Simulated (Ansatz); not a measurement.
# CH2I: harmonic frequencies at the relaxed geometry in Python

At which frequencies does CH2I vibrate? Wanted for CH2I: harmonic frequencies at the relaxed geometry. SMILES: [CH2]I.

Computed with Ansatz 0.2.0, driven from Python. Level of theory: PBE/def2-SVP.

## (1) The system

Bond lengths: C1–I2 2.132 Å, C1–H3 1.109 Å, C1–H4 1.109 Å. Angles: I2–C1–H3 109.5°, I2–C1–H4 109.5°, H3–C1–H4 109.5°.

The script holds or builds the structure itself.

## (2) Script

Input file freq.py:

```python
import itertools

import ansatz
from ase import Atoms
from ase.data import atomic_numbers, covalent_radii
from ase.thermochemistry import IdealGasThermo
import numpy as np

SETTINGS = {
    "basis": "def2-SVP",
    "functional": "PBE",
}

ch2i = (
    ansatz.Crystal.molecule()
    .atom("C", (-0.2959, 0.0063, 0.3193))
    .atom("I", (1.8012, -0.0511, -0.0603))
    .atom("H", (-0.7267, 0.9278, -0.1233))
    .atom("H", (-0.7785, -0.883, -0.1357))
)

setup = (
    ch2i.calculation()
    .basis(gaussian=SETTINGS["basis"])
    .functional(SETTINGS["functional"])
    .spin("collinear", total=1)
)
symbols = [site.symbol for site in ch2i.cartesian_sites]
start = np.array([site.position_ang for site in ch2i.cartesian_sites], dtype=float)
r = setup.relax(force_tolerance=0.003, max_steps=100).run(threads=1).report
end = np.array(r["positions_ang"])

radius = [covalent_radii[atomic_numbers[s]] for s in symbols]
span = lambda where, i, j: np.linalg.norm(where[i] - where[j])
bonded = [(i, j) for i, j in itertools.combinations(range(len(symbols)), 2) if min(span(start, i, j), span(end, i, j)) < 1.2 * (radius[i] + radius[j])]
print("pair        before    after (A)")
for i, j in bonded:
    print(f"{symbols[i]}{i}-{symbols[j]}{j}".ljust(10), f"{span(start, i, j):8.4f} {span(end, i, j):8.4f}")

minimum = ansatz.Crystal.molecule()
for symbol, place in zip(symbols, end):
    minimum = minimum.atom(symbol, place.tolist())
vibrating = minimum.calculation()
vibrating = vibrating.basis(gaussian=SETTINGS["basis"])
vibrating = vibrating.functional(SETTINGS["functional"]).spin("collinear", total=1)
vibrating = vibrating.phonons(temperatures=(100, 500, 100))
vib = vibrating.run(threads=1).report["vibrations"]
sums = vib["harmonic_sums"]
modes = [m["omega_inv_cm"] for m in sums["modes_at_gamma"] if m["rigid_motion"] == "no"]
for number, w in enumerate(modes, start=1):
    print(f"mode {number:2d} {w:9.1f} 1/cm {w / 8065.544 * 1000:8.2f} meV")
print("imaginary modes:", sum(w < 0 for w in modes), " zero-point energy:", round(sums["zero_point_energy_ev"], 4), "eV")
gas = IdealGasThermo(vib_energies=[w / 8065.544 for w in modes if w > 0], geometry="linear" if len(modes) == 3 * len(symbols) - 5 else "nonlinear",
                     atoms=Atoms(symbols, positions=end), symmetrynumber=1, spin=0.5)
print(f"H(298 K) - E = {gas.get_enthalpy(298.15, verbose=False):.4f} eV")
print(f"S(298 K, 1 bar) = {96485.33 * gas.get_entropy(298.15, 1e5, verbose=False):.1f} J/(mol K) with symmetry number 1")

heavier = vibrating.phonons(masses={"H": 2.014102}).run(threads=1).report["vibrations"]["harmonic_sums"]
print("deuterated (1/cm):", " ".join(f"{m['omega_inv_cm']:.0f}" for m in heavier["modes_at_gamma"] if m["rigid_motion"] == "no"))
print("zero-point energy falls by", round(sums["zero_point_energy_ev"] - heavier["zero_point_energy_ev"], 4), "eV")
```

## (3) Running it

The run is started by

```sh
$ python freq.py
```

Q: Predict the main results. Wanted: highest frequency; imaginary modes; zero-point energy.

**Answer**, as computed:

| quantity | value |
| --- | --- |
| runs compared | 3 |
| highest frequency | 3263 cm⁻¹ |
| imaginary modes | 0 |
| zero-point energy | 0.572 eV |

In words: Run 1: The relaxation took 5 moves; the largest shift is 0.321 Å, of atom 1 (C). All frequencies are real, so the geometry is a minimum. The values are harmonic; measured fundamentals also hold anharmonic shifts, mostly downward for stretches. Caveats:
- The frequencies are harmonic and unscaled, in a modest basis.
- def2 sets replace the cores of elements past krypton by effective core potentials.
- The run takes the species as open-shell (spin multiplicity 2), which needn't be its ground state.
- The entropy takes a symmetry number of 1; a symmetric molecule's is lower by R ln(sigma).
